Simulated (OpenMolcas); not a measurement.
# CH7FSi2 (SMILES F[SiH2]C[SiH3]) at 6 levels

Aim: a comparison of 6 runs (HF/3-21G, PBE/6-31G*, TPSS/6-31G*, r2SCAN/6-31G*, B3LYP/6-31G*, CCSD(T)/6-31G*) of CH7FSi2. 

The results are computed with OpenMolcas 26.06.

1 further run of the same task is left out (set aside as unsound or not needed).

## Step 1: Starting point

CH7FSi2 has 11 atoms, charge 0, and is taken as a singlet. SMILES: `F[SiH2]C[SiH3]`. The Si2–C3 distance was set to 4.078 Å, away from the relaxed value. At this shape a bond of the SMILES string is far longer than usual.

Bond lengths: F1–Si2 1.604 Å, C3–Si4 1.877 Å, Si2–H5 1.484 Å, Si2–H6 1.484 Å, C3–H7 1.097 Å, C3–H8 1.095 Å, Si4–H9 1.485 Å, Si4–H10 1.488 Å, Si4–H11 1.487 Å. Some angles: F1–Si2–H5 107.5°, F1–Si2–H6 107.1°, C3–Si4–H9 110.5°, C3–Si4–H10 109.9°, C3–Si4–H11 110.3°, Si4–C3–H7 108.3°, Si4–C3–H8 109.0°, H5–Si2–H6 110.0°, H9–Si4–H10 108.8°, H9–Si4–H11 108.7°.

## Step 2: A single-point energy at HF/3-21G (run 1)

The input, calc.input:

```
* CH7FSi2 Hartree-Fock
&GATEWAY
BasLib = $CurrDir
Coord
11
bohr
F     -4.02735030     7.24250954     0.22049324
Si    -1.07956652     6.92314583     0.84863821
C      0.65989236    -0.57806722     1.14422917
Si    -0.29706495    -2.46968307    -1.70018659
H      0.36267246     8.19776610    -1.19113217
H     -0.61677259     8.20645884     3.29961299
H      2.71572541    -0.72792250     1.36551610
H     -0.19142926    -1.41937329     2.83251049
H     -3.09234783    -2.62369575    -1.88160030
H      0.69900969    -1.25799068    -4.03286452
H      0.74190648    -5.07580437    -1.53483556
Basis = 3-21G
Group = NoSym
&SEWARD
&SCF
Thresholds = 1e-10 1e-07 1e-07 1e-05
PrOrbitals = 1 2
```

The basis set 3-21G is read from a file made from the Basis Set Exchange's data (not shown).

Started as:

```bash
$ export MOLCAS_MEM=1860
$ pymolcas calc.input > calc.log
```

The program printed:

```text
--- Start Module: gateway ---
[...]
--- Stop Module: gateway /rc=_RC_ALL_IS_WELL_ ---
--- Start Module: seward ---
[...]
      Basis functions           58
--- Stop Module: seward /rc=_RC_ALL_IS_WELL_ ---
--- Start Module: scf ---
[...]
       Convergence after  15 Iterations
[...]
::    Total SCF energy                               -715.2305490414
[...]
      Total spin, S                                     0.0000000000
[...]
      Total electronic charge=   50.000000
      Total            charge=   -0.000000
[...]
      Dipole Moment (debye):
      Origin of the operator (angstrom)=   -0.5994    1.4669   -0.0397
                   X=  2.0749E+00               Y= -4.0532E-01               Z=  9.5717E-01           Total=  2.3207E+00
      Quadrupole Moment (debye*angstrom):
[...]
--- Stop Module: scf /rc=_RC_ALL_IS_WELL_ ---
[...]
```

It took 1.7 s on 1 thread of Intel Xeon 6975P-C (Granite Rapids), shared host; peak memory 0.39 GiB.

## Step 3: A single-point energy at PBE/6-31G(d) (spherical functions) (run 2)

The input, job.inp:

```
&GATEWAY
  BasLib=$CurrDir
  BasisSet
  F.6-31Gs....
  F1 -2.131182 3.832571 0.116680 angstrom
  End of Basis
  BasisSet
  Si.6-31Gs....
  Si2 -0.571282 3.663571 0.449080 angstrom
  Si4 -0.157200 -1.306900 -0.899700 angstrom
  End of Basis
  BasisSet
  C.6-31Gs....
  C3 0.349200 -0.305900 0.605500 angstrom
  End of Basis
  BasisSet
  H.6-31Gs....
  H5 0.191918 4.338071 -0.630320 angstrom
  H6 -0.326382 4.342671 1.746080 angstrom
  H7 1.437100 -0.385200 0.722600 angstrom
  H8 -0.101300 -0.751100 1.498900 angstrom
  H9 -1.636400 -1.388400 -0.995700 angstrom
  H10 0.369900 -0.665700 -2.134100 angstrom
  H11 0.392600 -2.686000 -0.812200 angstrom
  End of Basis

&SEWARD
  GridInput
  Grid=UltraFine
  End of Grid

&SCF
  KSDFT=PBE
  Thresholds=1e-10 1e-07 1e-07 1e-05
  PrOrbitals=1 1
```

The basis set 6-31G* is read from a file made from the Basis Set Exchange's data (not shown).

Started as:

```bash
$ export MOLCAS_MEM=1860
$ pymolcas job.inp > job.log
```

The program printed:

```text
--- Start Module: gateway ---
[...]
--- Stop Module: gateway /rc=_RC_ALL_IS_WELL_ ---
--- Start Module: seward ---
[...]
      Basis functions           78
--- Stop Module: seward /rc=_RC_ALL_IS_WELL_ ---
[...]
--- Start Module: scf ---
[...]
       Convergence after  30 Iterations
[...]
::    Total KS-DFT energy                            -720.5141748097
[...]
      Total spin, S                                     0.0000000000
[...]
      Total electronic charge=   50.000000
      Total            charge=   -0.000000
[...]
      Dipole Moment (debye):
      Origin of the operator (angstrom)=   -0.5994    1.4669   -0.0397
                   X=  1.1867E+00               Y=  8.6184E-01               Z=  8.5580E-01           Total=  1.6981E+00
      Quadrupole Moment (debye*angstrom):
[...]
--- Stop Module: scf /rc=_RC_ALL_IS_WELL_ ---
[...]
```

Run time: 25 s. Hardware: 1 thread of Intel Xeon 6975P-C (Granite Rapids), shared host; peak memory 0.44 GiB.

Runs 3 to 4 aren't shown in full; the table further down has their settings and results.

## Step 4: The energy at B3LYP/6-31G(d) (Cartesian functions) (run 5)

The input, test.input:

```
* CH7FSi2 Kohn-Sham DFT

&GATEWAY
 BasLib=$CurrDir
 BasisSet
 F.6-31Gs....
 F1 -2.131182 3.832571 0.116680 angstrom
 End of Basis
 BasisSet
 Si.6-31Gs....
 Si2 -0.571282 3.663571 0.449080 angstrom
 Si4 -0.157200 -1.306900 -0.899700 angstrom
 End of Basis
 BasisSet
 C.6-31Gs....
 C3 0.349200 -0.305900 0.605500 angstrom
 End of Basis
 BasisSet
 H.6-31Gs....
 H5 0.191918 4.338071 -0.630320 angstrom
 H6 -0.326382 4.342671 1.746080 angstrom
 H7 1.437100 -0.385200 0.722600 angstrom
 H8 -0.101300 -0.751100 1.498900 angstrom
 H9 -1.636400 -1.388400 -0.995700 angstrom
 H10 0.369900 -0.665700 -2.134100 angstrom
 H11 0.392600 -2.686000 -0.812200 angstrom
 End of Basis

&SEWARD
 GridInput
 Grid=UltraFine
 End of Grid

&SCF
 KSDFT=B3LYP
 Thresholds=1e-10 1e-07 1e-07 1e-05
 PrOrbitals=1
```

The basis set 6-31G* is read from a file made from the Basis Set Exchange's data (not shown).

Started as:

```bash
$ export MOLCAS_MEM=1860
$ pymolcas test.input > test.log
```

The program printed:

```text
--- Start Module: gateway ---
[...]
--- Stop Module: gateway /rc=_RC_ALL_IS_WELL_ ---
--- Start Module: seward ---
[...]
      Basis functions           82
--- Stop Module: seward /rc=_RC_ALL_IS_WELL_ ---
[...]
--- Start Module: scf ---
[...]
       Convergence after  22 Iterations
[...]
::    Total KS-DFT energy                            -721.0257538164
[...]
      Total spin, S                                     0.0000000000
[...]
      Total electronic charge=   50.000000
      Total            charge=   -0.000000
[...]
      Dipole Moment (debye):
      Origin of the operator (angstrom)=   -0.5994    1.4669   -0.0397
                   X=  1.3520E+00               Y=  6.9881E-01               Z=  8.7226E-01           Total=  1.7542E+00
      Quadrupole Moment (debye*angstrom):
[...]
--- Stop Module: scf /rc=_RC_ALL_IS_WELL_ ---
[...]
```

Wall time 21 s (1 thread of Intel Xeon 6975P-C (Granite Rapids), shared host); peak memory 0.46 GiB.

## Step 5: A single-point energy at CCSD(T)/6-31G(d) (spherical functions) (run 6)

The input, mol.xyz:

```xyz
11

F     -2.131182     3.832571     0.116680
Si    -0.571282     3.663571     0.449080
C      0.349200    -0.305900     0.605500
Si    -0.157200    -1.306900    -0.899700
H      0.191918     4.338071    -0.630320
H     -0.326382     4.342671     1.746080
H      1.437100    -0.385200     0.722600
H     -0.101300    -0.751100     1.498900
H     -1.636400    -1.388400    -0.995700
H      0.369900    -0.665700    -2.134100
H      0.392600    -2.686000    -0.812200
```

The input, test.input:

```
&GATEWAY
  BasLib=$CurrDir
  Coord=mol.xyz
  Basis=6-31Gs
  Group=NoSym

&SEWARD

&SCF
  Thresholds=1e-10 1e-07 1e-07 1e-05
  PrOrbitals=1 1

&RASSCF
  FileOrb=$Project.ScfOrb
  Spin=1
  Nactel=0 0 0
  Inactive=25
  Ras2=0
  OutOrbitals=Canonical
  OrbListing=Few

&MOTRA
  JobIph
  Frozen=12

&CCSDT
  CCT
  Triples=2
  Iterations=80
  Accuracy=1e-08
  Extrapolation=5 4
```

The basis set 6-31G* is read from a file made from the Basis Set Exchange's data (not shown).

Started as:

```bash
$ export MOLCAS_MEM=1860
$ pymolcas test.input > test.log
```

The program printed:

```text
--- Start Module: gateway ---
[...]
--- Stop Module: gateway /rc=_RC_ALL_IS_WELL_ ---
[...]
      Basis functions           78
[...]
       Convergence after  16 Iterations
[...]
::    Total SCF energy                               -719.0399798615
[...]
      Total spin, S                                     0.0000000000
[...]
      Number of active orbitals                  0
[...]
      Spin quantum number                      0.0
[...]
      Active orbitals                            0
[...]
      Number of CSFs                             1
[...]
      Number of root(s) required                 1
[...]
      Convergence after  4 iterations
[...]
      Natural orbitals and occupation numbers for root  1
      ************************************************************************************************************************
      *                                                    Final results                                                     *
      ************************************************************************************************************************
[...]
::    RASSCF root number  1 Total energy:   -719.03997986
[...]
      Total electronic charge=   50.000000
      Total            charge=   -0.000000
[...]
      Dipole Moment (debye):
      Origin of the operator (angstrom)=   -0.5994    1.4669   -0.0397
                   X=  1.6956E+00               Y=  3.4143E-01               Z=  9.4507E-01           Total=  1.9710E+00
      Quadrupole Moment (debye*angstrom):
[...]
--- Start Module: motra ---
[...]
      *** WARNING: Default frozen orbitals is overwritten by user input.
      *** Default values:   6
[...]
--- Stop Module: motra /rc=_RC_ALL_IS_WELL_ ---
--- Start Module: ccsdt ---
[...]
      Convergence after                    14  Iterations
      Total energy (diff) :    -719.60342175       0.00000000
[...]
 METHOD                       : CCSD+T(CCSD)+<T3(1)WT1> = CCSD(T)
[...]
       CCSD     =      -719.6034217455907
[...]
--- Stop Module: ccsdt /rc=_RC_ALL_IS_WELL_ ---
[...]
```

It took 22 s on 1 thread of Intel Xeon 6975P-C (Granite Rapids), shared host; peak memory 0.44 GiB.

## Step 6: The series

| run | level | integration grid | Cartesian functions | energy (Eh) | dipole moment (D) of the reference | HOMO energy (eV) | LUMO energy (eV) | wall time |
| --- | --- | --- | --- | --- | --- | --- | --- | --- |
| 1 | HF/3-21G | – | no | -715.230549 | 2.32 | -6.98 | -1.45 | 1.7 s |
| 2 | PBE/6-31G* (spherical functions) | UltraFine | no | -720.514175 | 1.70 | -5.15 | -4.36 | 25 s |
| 3 | TPSS/6-31G* (spherical functions) | UltraFine | no | -721.052606 | 1.62 | -5.22 | -4.37 | 24 s |
| 4 | r2SCAN/6-31G* (spherical functions) | UltraFine | no | -720.848779 | 1.73 | -5.33 | -4.43 | 23 s |
| 5 | B3LYP/6-31G* (Cartesian functions) | UltraFine | yes | -721.025754 | 1.75 | -5.70 | -3.99 | 21 s |
| 6 | CCSD(T)/6-31G* (spherical functions) | – | no | -719.635834 | 1.97 | -6.96 | -1.29 | 22 s |

## Step 7: What came out

```
                                           quantity          value
                                run 6: total energy  -719.63583 Eh
          run 6: dipole moment (mean-field density)         1.97 D
         run 6: HOMO energy (Hartree–Fock orbitals)       -6.96 eV
         run 6: LUMO energy (Hartree–Fock orbitals)       -1.29 eV
       run 6: HOMO–LUMO gap (Hartree–Fock orbitals)        5.67 eV
run 6: correlation energy (12 core orbitals frozen)     -595.9 mEh
                              run 6: (T) correction     -32.41 mEh
```

What this shows: Over runs 1, 2, 3, 4, 5 the dipole moment (its size) runs from 1.62 D (TPSS/6-31G*) to 2.32 D (HF/3-21G). The two ends differ in method and basis. Over runs 1, 2, 3, 4, 5 the HOMO–LUMO gap runs from 0.79 eV (PBE/6-31G*) to 5.54 eV (HF/3-21G). Totals of different functionals can't be ranked against each other. In runs 1, 2, 3, 4, 5, 6 a closed-shell determinant meets a far-stretched bond, which it describes badly. All runs together took 2 min, the longest 25 s.
